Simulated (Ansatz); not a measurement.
AgRh: equation of state with PBE

AgRh:

```
CELL_PARAMETERS angstrom
2.77759 0.00000 0.00000
-1.38879 2.40546 0.00000
0.00000 0.00000 4.80860
ATOMIC_POSITIONS crystal
Ag 0.00000 0.00000 0.50000
Rh 0.66667 0.33333 0.00000
```

The cell comes from a database or a generator and needn't be the stable form of this composition.

```json
{
  "Program": "Ansatz 0.2.0",
  "Task": "equation of state",
  "Functional": "PBE",
  "Potentials or basis": "Ansatz PAW",
  "Cutoff": "420 eV",
  "Density cutoff": "1680 eV",
  "k mesh": "11 × 11 × 6",
  "Occupations": "fermi-dirac, width 0.05 eV",
  "Spin": "no spin polarisation"
}
```

The equilibrium volume is 15.82 Å³/atom. The bulk modulus at fixed shape and positions is 158 GPa. The pressure derivative of the bulk modulus is 5.5.

Energy against volume, from the lowest point:
| volume (Å³/atom) | energy (meV/atom) |
| --- | --- |
| 15.100 | 17.73 |
| 15.421 | 5.07 |
| 15.743 | 0.00 |
| 16.064 | 1.59 |
| 16.385 | 9.00 |
| 16.707 | 21.54 |
| 17.028 | 38.55 |

All runs of the series together: 19 s on 2 threads of Arm Neoverse V1 (shared host).

Caveat: the cell was scaled at fixed shape and fractional positions, which overstates the stiffness of a crystal with free parameters, most of all of layers and chains.
